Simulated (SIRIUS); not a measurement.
The system is HfIn4SiO6.

```
Hf In Si O
1.0
     5.69867    0.00381    0.01559
    -0.70506    6.10815   -0.00575
    -2.73718   -1.39557    6.63076
Hf In Si O
1 4 1 6
Direct
  0.11793 0.01556 0.13292
  0.38842 0.99901 0.72891
  0.75865 0.00842 0.49586
  0.23461 0.48841 0.53300
  0.59649 0.48211 0.20528
  0.86778 0.44029 0.85544
  0.55316 0.38738 0.79290
  0.93454 0.38483 0.65596
  0.98414 0.26218 0.00347
  0.99083 0.69806 0.98452
  0.08665 0.06493 0.39374
  0.48680 0.10883 0.21799
```

The cell was built by a generator and needn't be a form met in nature.

* Program: SIRIUS 7.12.0
* Task: single point
* Functional: PBE
* Potentials or basis: PseudoDojo 0.4.1 PBE standard (scalar relativistic)
* Cutoff: 1152 eV
* Density cutoff: 4606 eV
* k mesh: 5 × 5 × 4
* Occupations: fermi-dirac, width 0.05 eV
* Spin: no spin polarisation

On this cell: pressure -0.3 GPa; largest force 0.192 eV/Å; band gap on the k mesh 0.88 eV.

The same run follows on a disturbed copy (atoms moved at random, drawn with an rms of 0.05 Å):

```xyz
12
Lattice="5.6987 0.0038 0.0156 -0.7051 6.1082 -0.0057 -2.7372 -1.3956 6.6308" Properties=species:S:1:pos:R:3 pbc="T T T"
Hf    0.3059   -0.1415    0.9414
In   -0.5065    5.1766    4.8280
In    2.9460   -0.6316    3.2694
In   -0.4674    2.2482    3.5526
In    2.4746    2.6720    1.3501
Si    2.2505    1.5044    5.6991
O     0.6925    1.2743    5.2058
O     3.2416    1.4878    4.3662
O     5.4440    1.6196   -0.0116
O     2.4739    2.8533    6.5144
O    -0.6675   -0.1307    2.6585
O     2.0934    0.3752    1.4612
```

What changes?

The energy moves by +23.5 meV/atom; pressure 0.0 GPa; largest force 2.515 eV/Å; band gap on the k mesh 0.96 eV.

Forces on the atoms (eV/Å):
```
Hf  -0.537  1.026 -0.986
In  -0.022 -0.508  0.080
In  -0.114  0.008  0.482
In  -0.290  0.369 -0.196
In  -0.064  0.068  0.119
Si   0.970 -0.836 -1.647
O    0.018  0.046  0.423
O   -0.266 -0.223 -0.024
O    0.175 -1.805  1.157
O   -0.068  2.056  1.447
O    0.536 -0.051 -0.677
O   -0.339 -0.149 -0.179
```

Stress tensor (GPa, compression positive):
```
-0.24  0.36  0.35
 0.36  0.03  0.38
 0.35  0.38  0.06
```

Caveats: spin-orbit coupling is left out, which moves the levels of the heavy elements; an odd mesh through Γ misses points on the zone boundary, where band edges often lie.
